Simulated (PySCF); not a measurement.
**Se (triplet): basis, grid and Hamiltonian**

The method stays; parts of the set-up, such as the basis or the Hamiltonian, are changed.

Method: method and basis as typed in the scripts; program: PySCF 2.14.0.

1 further run of the same task is left out (it didn't finish).

## 1. The atom

Se (triplet): 1 atom, charge 0, spin multiplicity 3.

## 2. The base run

File input.py:

```python
from pyscf import gto, scf, mp

mol = gto.M(
    atom='Se 0 0 0',
    basis='x2c-svpall',
    charge=0,
    spin=2,
    verbose=4,
)
mf = scf.UHF(mol)
mf = mf.sfx2c1e()
mf.kernel()
mp.MP2(mf, frozen=9).kernel()
mf.dip_moment()
print('orbital energies (hartree):', [e[max(0, n-3):n+3].round(4) for e, n in zip(mf.mo_energy, mol.nelec)])
```

The run is started by

```sh
> OMP_NUM_THREADS=1 python input.py
```

The log of this run is left out.

Base result: E(SCF) = -2427.656891 Eh, 8 cycles, E(MP2) − E(SCF) = -0.19204 Eh, ⟨S²⟩ = 2.006.

The triplet is typed in the script; nothing here shows that it is the ground state.

## 3. Density fitting weigend

Edit 1 changes density fitting: none → weigend.

File input.py:

```python
from pyscf import gto, scf, mp

mol = gto.M(
    atom='Se 0 0 0',
    basis='x2c-svpall',
    charge=0,
    spin=2,
    verbose=4,
)
mf = scf.UHF(mol)
mf = mf.sfx2c1e()
mf = mf.density_fit(auxbasis='weigend')
mf.kernel()
mp.MP2(mf, frozen=9).kernel()
mf.dip_moment()
print('orbital energies (hartree):', [e[max(0, n-3):n+3].round(4) for e, n in zip(mf.mo_energy, mol.nelec)])
```

The run is started by

```sh
> OMP_NUM_THREADS=1 python input.py
```

## 4. Density fitting def2-universal-jkfit

Edit 2 changes density fitting: none → def2-universal-jkfit.

Edit input.py of step 2 so:

```diff
@@ -11,2 +11,3 @@
 mf = mf.sfx2c1e()
+mf = mf.density_fit(auxbasis='def2-universal-jkfit')
 mf.kernel()
```

## 5. Aug-cc-pvtz (X2C off)

Edit 3 changes basis set: x2c-svpall → aug-cc-pvtz; spin-free X2C: on → off.

Edit input.py of step 2 so:

```diff
@@ -4,3 +4,3 @@
     atom='Se 0 0 0',
-    basis='x2c-svpall',
+    basis='aug-cc-pvtz',
     charge=0,
@@ -10,3 +10,2 @@
 mf = scf.UHF(mol)
-mf = mf.sfx2c1e()
 mf.kernel()
```

## 6. Pcseg-1 (X2C off)

Edit 4 changes basis set: x2c-svpall → pcseg-1; spin-free X2C: on → off.

Edit input.py of step 2 so:

```diff
@@ -4,3 +4,3 @@
     atom='Se 0 0 0',
-    basis='x2c-svpall',
+    basis='pcseg-1',
     charge=0,
@@ -10,3 +10,2 @@
 mf = scf.UHF(mol)
-mf = mf.sfx2c1e()
 mf.kernel()
```

Q: Predict the outcome of this session. Wanted: for each run, E(SCF); from base; gap, α spin; after the SCF.

The runs gave:

```tsv
run	E(SCF) (hartree)	from base (eV)	cycles	gap, α spin (eV)	functions	after the SCF
base	-2427.656891	0	8	20.93	32	MP2 correlation -5.226 eV, core frozen
density fitting weigend	-2403.847460	+647.8876	8	21.70	32	MP2 correlation -6.593 eV, core frozen
density fitting def2-universal-jkfit	-2427.657134	-0.0066	8	20.93	32	MP2 correlation -5.226 eV, core frozen
aug-cc-pvtz (X2C off)	-2399.872559	not comparable	9	12.51	59	MP2 correlation -4.519 eV, core frozen
pcseg-1 (X2C off)	-2399.516339	not comparable	8	22.13	27	MP2 correlation -2.105 eV, core frozen
```

In words: Of the runs whose energies can be compared, “density fitting weigend” moves the SCF energy most (+647.888 eV).
